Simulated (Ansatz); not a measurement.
**BrH2InO2: a ladder of functionals and wavefunction methods**

How much do the methods differ for BrH2InO2? The plan is to run it at one geometry with functionals of several rungs and with coupled cluster. The yardstick is the atomisation energy at the CCSD(T) limit.

Method: functionals in def2-TZVPP, the program's frozen cores in correlated methods; program: Ansatz 0.2.0, Gaussian basis.

The runs, in order: LDA (SPW92), PBE-D4, revPBE-D4, BLYP-D4, r2SCAN-D4, B97M-V, PBE0-D4, B3LYP-D4, r2SCANh-D4, r2SCAN0-D4, HSE06-D4, BHLYP-D4, CAM-B3LYP-D4, LC-ωPBE, ωB97X-V, ωB97M-V, B2PLYP, PBE-QIDH; CCSD(T)/def2-SVP; CCSD(T)/def2-TZVPP; MP2/def2-QZVPP; extrapolation to the limit; RPA on PBE.

2 further runs of the same task are left out: 2 for a known fault of the program. Runs told in other sessions of the task aren't counted.

## 1. The geometry

An earlier PBE0-D4 in a triple-zeta def2 set relaxation fixed the geometry. In takes the def2 core potential; no spin-orbit term is included.

SMILES `[OH][In]([OH])[Br]`, 6 atoms, charge 0, spin multiplicity 1.

Atoms are counted from 1 here; the program's logs count them from 0.

Bond lengths: O1–In2 1.974 Å, O1–H5 0.961 Å, In2–O3 1.974 Å, In2–Br4 2.428 Å, O3–H6 0.961 Å. Angles: In2–O1–H5 112.8°, O1–In2–O3 121.8°, O1–In2–Br4 119.1°, O3–In2–Br4 119.1°, In2–O3–H6 112.8°.

Coordinates:

```
O    -1.06855    1.30611   -0.50678
In   -0.26767   -0.46497   -0.16406
O     1.48556   -0.66073    0.72106
Br   -1.47249   -2.45803   -0.85036
H    -0.51382    2.03071   -0.20605
H     1.87896    0.18270    0.95999
```

## 2. LDA

This LDA is Slater exchange with PW92 correlation.

Contents of in.yaml:

```yaml
crystal:
  periodic: [false, false, false]
  atoms:
    - {symbol: O, position_ang: [-1.068550, 1.306113, -0.506780]}
    - {symbol: In, position_ang: [-0.267668, -0.464965, -0.164058]}
    - {symbol: O, position_ang: [1.485561, -0.660731, 0.721059]}
    - {symbol: Br, position_ang: [-1.472485, -2.458034, -0.850356]}
    - {symbol: H, position_ang: [-0.513817, 2.030715, -0.206052]}
    - {symbol: H, position_ang: [1.878959, 0.182703, 0.959987]}
basis:
  gaussian: {orbitals: def2-TZVPP}
hamiltonian: {xc: lda}
output: {orbitals: {seedname: orbitals}}
```

Started as:

```bash
> ansatz run in.yaml --threads 4 --pin off --events-out ev --progress --plain --max-ram 10444MiB
```

Further steps of the session: PBE-D4 (GGA); revPBE-D4 (GGA); BLYP-D4 (GGA); r2SCAN-D4 (meta-GGA); B97M-V (meta-GGA); B3LYP-D4 (hybrid); r2SCANh-D4 (hybrid); r2SCAN0-D4 (hybrid); HSE06-D4 (hybrid); BHLYP-D4 (hybrid); CAM-B3LYP-D4 (range-separated); LC-ωPBE (range-separated); ωB97X-V (range-separated); ωB97M-V (range-separated); B2PLYP (double hybrid); PBE-QIDH (double hybrid); CCSD(T) in def2-SVP; CCSD(T) in def2-TZVPP; MP2 in def2-QZVPP; RPA on PBE orbitals.

Before running them: what should the planned runs give, taken together? Wanted: atomisation energy, CCSD(T)/CBS; farthest beyond LDA; mean size of error, GGA; mean size of error, meta-GGA; mean size of error, hybrid; mean size of error, range-separated; mean size of error, double hybrid; gap, smallest and largest; T1 diagnostic.

The runs gave:

```
                               quantity                                  value
        atomisation energy, CCSD(T)/CBS                          1859.3 kJ/mol
 functionals within 18.6 kJ/mol (1.0 %)                                 PBE-D4
                    farthest beyond LDA               BHLYP-D4 (-170.5 kJ/mol)
                mean size of error, GGA                            44.4 kJ/mol
           mean size of error, meta-GGA                            39.9 kJ/mol
             mean size of error, hybrid                            92.1 kJ/mol
    mean size of error, range-separated                            44.7 kJ/mol
      mean size of error, double hybrid                            72.5 kJ/mol
              gap, smallest and largest  3.92 eV (BLYP-D4), 11.24 eV (LC-ωPBE)
                          T1 diagnostic                                 0.0143
triples share of the correlation energy                                  3.4 %
```

**Reading.** The LDA atomisation energy is off by 295.9 kJ/mol (16 %): it overbinds. PBE-D4 is off by -0.5 kJ/mol. Double hybrids carry the basis error of their MP2 part in triple zeta, and no dispersion term here, so their miss is partly the set-up's. Taken by rung, meta-GGA functionals do best (39.9 kJ/mol on average) and hybrid ones worst beyond LDA (92.1 kJ/mol). The gap between the best rungs is small, so their order is not settled. The mean of the hybrids holds BHLYP, with half exact exchange. Misses under about 18.6 kJ/mol are within the doubt on the reference itself, which lacks core-valence correlation, spin-orbit coupling and higher excitations, and its outer-core shells are covered unevenly. All levels share the lack of spin-orbit coupling, which lowers the free heavy atoms and so the true binding. Hartree-Fock recovers 62 % of the binding; the rest is correlation. CCSD(T) in def2-SVP is off by -208.4 kJ/mol, which most functionals beat. Orbital gaps span 3.9 to 11.2 eV; exact exchange widens them. Correlated methods include outer-core shells of Br, In, which these sets cover unevenly.
